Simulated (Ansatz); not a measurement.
# AlGa: the cost of one run

The runs use Ansatz 0.2.0, Gaussian basis; def2-QZVPP, all electrons in the functionals.

The runs, in order: PBE, BLYP, r2SCAN, B97M-V, PBE0, B3LYP, wB97M-V, at charge 1, doublet; charge 0, singlet; charge 0, triplet; charge 1, quartet.

8 further runs of the same task are left out: 8 set aside as unsound or not needed.

### Step 1. What is computed

The geometry is a PBE0/def2-TZVP stationary point (not a proven minimum). No spin-orbit coupling is included. The filled d shell of Ga may be among the frozen orbitals whatever the setting's name suggests; the logs give the count.

2 atoms, charge 1, spin multiplicity 2.

Atoms are counted from 1 here; the program's logs count them from 0.

No contacts short enough for the rule that draws bonds.

No dispersion term is added; B97M-V, wB97M-V hold VV10 nonlocal correlation. B3LYP takes the VWN-RPA correlation.

The geometry shown and the zero of energy belong to the point charge 1, doublet. The yardstick, RCCSD(T), and other wave-function levels (R restricted, U unrestricted, valence and pair active spaces) come from earlier runs.

### Step 2. PBE, charge 1, doublet

Input file in.yaml:

```yaml
crystal:
  periodic: [false, false, false]
  atoms:
    - {symbol: Al, position_ang: [0.000000, 0.000000, 0.000000]}
    - {symbol: Ga, position_ang: [0.000000, 0.000000, 3.240300]}
basis:
  gaussian: {orbitals: "def2-QZVPP.json"}
total_charge: 1
magnetization: {spin_polarized: true, initial_magnetization: 1}
hamiltonian: {xc: {name: PBE}}
output: {orbitals: {seedname: orbitals}}
```

Command:

```
> ansatz run in.yaml --threads 1 --pin off --events-out ev --progress --plain --max-ram 2393MiB
```

Q: Estimate wall time and peak memory on 1 thread of Arm Neoverse V1, shared host.

About 10 s, with a peak of 0.3 GiB.
